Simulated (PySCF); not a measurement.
# GaPb: bond curves at several levels of theory

One job finds the state of GaPb, follows it along the bond with each method and fits the curves.

The runs use PySCF 2.14.0; Ga cc-pVDZ-PP with ECP10, Pb cc-pVDZ-PP with ECP60, scalar-relativistic core potentials.

### Step 1. Input

Settings of the job:

```
atoms                         : Ga, Pb
charge                        : 0
basis                         : Ga cc-pVDZ-PP with ECP10, Pb cc-pVDZ-PP with ECP60
Hamiltonian                   : scalar-relativistic core potentials
basis functions               : 46
electrons treated             : 43
masses in u                   : 68.9256, 207.9766
levels                        : PBE0, PBE, r²SCAN, BLYP, PBEsol, B97-3, ωB97X, HF, MP2, SCS-MP2, CCSD, CCSD(T)
grid                          : 80 radial by 434 angular points
occupations                   : held fixed by the projection of orbital angular momentum
dissociation limit            : Ga + Pb, each in its ground configuration
starting distance in angstrom : 2.600
values of 2S to try           : 1, 3
```

The run is started by

```sh
$ OMP_NUM_THREADS=1 python dia.py task.json out
```

After this run come: The PBE0 curve of the state that the search chose; Higher solutions at PBE0; PBE; r²SCAN (meta-GGA); BLYP (GGA); PBEsol (GGA); B97-3 (global hybrid GGA); ωB97X; UHF (mean field); MP2 and coupled cluster.

Before running it: what results should come out? Wanted: for each run, Re; ωe; De; μ.

The runs gave:

Lowest PBE0 solution found, without spin–orbit coupling: ⁴Σ⁻ (quartet), unpaired electrons σ ↑, π ↑↑. State 2 has its PBE0 minimum 0.38 eV higher, as a spin-mixed determinant (⟨S²⟩ = 1.76), so this is no gap between pure states. State 3 has its PBE0 minimum 0.40 eV higher, as a spin-mixed determinant (⟨S²⟩ = 1.76), so this is no gap between pure states. State 4 has its PBE0 minimum 0.73 eV higher. The other levels ran on the lowest alone.

```csv
level,Re (Å),ωe (cm⁻¹),De (eV),μ (D)
UHF,2.812,146.4,1.16,-1.96
UHF-MP2,2.730,170.2,1.80,n/a
UHF-SCS-MP2,2.742,165.9,1.58,n/a
UHF-CCSD,2.765,161.9,1.69,n/a
UHF-CCSD(T),2.761,162.8,1.78,n/a
PBE,2.770,153.7,2.16,-0.47
PBEsol,2.730,161.4,2.36,-0.47
BLYP,2.822,142.2,1.93,-0.58
r²SCAN,2.731,162.0,2.15,-0.57
PBE0,2.736,162.5,2.02,-0.71
B97-3,2.772,154.9,1.82,-0.84
ωB97X,2.709,172.7,1.72,-0.83
```

De is counted to Ga + Pb in their ground configurations. A positive dipole means Ga(−)Pb(+).

Differences from CCSD(T) in the same basis:

```
      level  Re (mÅ)  ωe (%)
        UHF      +51   -10.0
    UHF-MP2      -31    +4.6
UHF-SCS-MP2      -20    +1.9
   UHF-CCSD       +3    -0.6
        PBE       +8    -5.6
     PBEsol      -32    -0.8
       BLYP      +60   -12.6
     r²SCAN      -30    -0.5
       PBE0      -26    -0.1
      B97-3      +10    -4.8
      ωB97X      -52    +6.1
```

What this shows: Judged by CCSD(T) in the same basis: best bond length UHF-CCSD (+3 mÅ), worst BLYP (+60 mÅ); best wavenumber PBE0 (-0.1 %), worst BLYP (-12.6 %). CCSD(T) in a basis this small is itself some way from its limit, more so than the functionals. Among the levels with a De in the table, it runs from 1.16 eV (UHF) to 2.36 eV (PBEsol).

Correlated steps freeze 8 core orbitals. Spin–orbit coupling is left out, which matters for elements this heavy, above all for dissociation energies. With spin–orbit coupling the term label itself may not hold.
